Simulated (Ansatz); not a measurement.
# Sb: the cost of one run

Program: Ansatz 0.2.0. Level of theory: DFT r2SCAN, scalar-relativistic, plane waves, PAW. These are calculated values, not measurements.

## (1) The system as given

The structure is trigonal, space group R-3m (No. 166). Conventional cell: a = 4.301 Å, b = 4.301 Å, c = 11.232 Å, α = 90.00°, β = 90.00°, γ = 120.00°. Sb (site symmetry 3m) has 3 Sb at 2.90 Å as nearest neighbours.

As a file:

```cif
data_structure
_symmetry_space_group_name_H-M 'R-3m:H'
_symmetry_Int_Tables_number 166
_cell_length_a 4.3012
_cell_length_b 4.3012
_cell_length_c 11.2320
_cell_angle_alpha 90.000
_cell_angle_beta 90.000
_cell_angle_gamma 120.000
_cell_volume 179.96
loop_
_atom_site_label
_atom_site_type_symbol
_atom_site_symmetry_multiplicity
_atom_site_Wyckoff_symbol
_atom_site_fract_x
_atom_site_fract_y
_atom_site_fract_z
_atom_site_occupancy
Sb1 Sb 6 c 0.00000 0.00000 0.23364 1
```

The structure comes from the Crystallography Open Database.

## (2) Quick check of gap, pressure and forces

Contents of input.yaml:

```yaml
crystal:
  lattice:
    - [2.150600332, 1.2416496806, 3.744]
    - [-2.150600332, 1.2416496806, 3.744]
    - [0.0, -2.4832993611, 3.744]
  atoms:
    - { symbol: Sb, position: [0.23364, 0.23364, 0.23364] }
    - { symbol: Sb, position: [0.76636, 0.76636, 0.76636] }
basis:
  ecutwfc: 500
kpoints:
  mp_grid: { grid: [6, 6, 6] }
hamiltonian:
  xc: r2scan
scf:
  occupations: { method: gaussian, width: 0.1 }
output:
  forces: true
  stress: true
  eigenvalues: true
```

**Question.** How long does this run take on 1 thread of an Arm CPU, shared host, and how much memory does it need?

About 11 s, with a peak of 0.53 GiB.
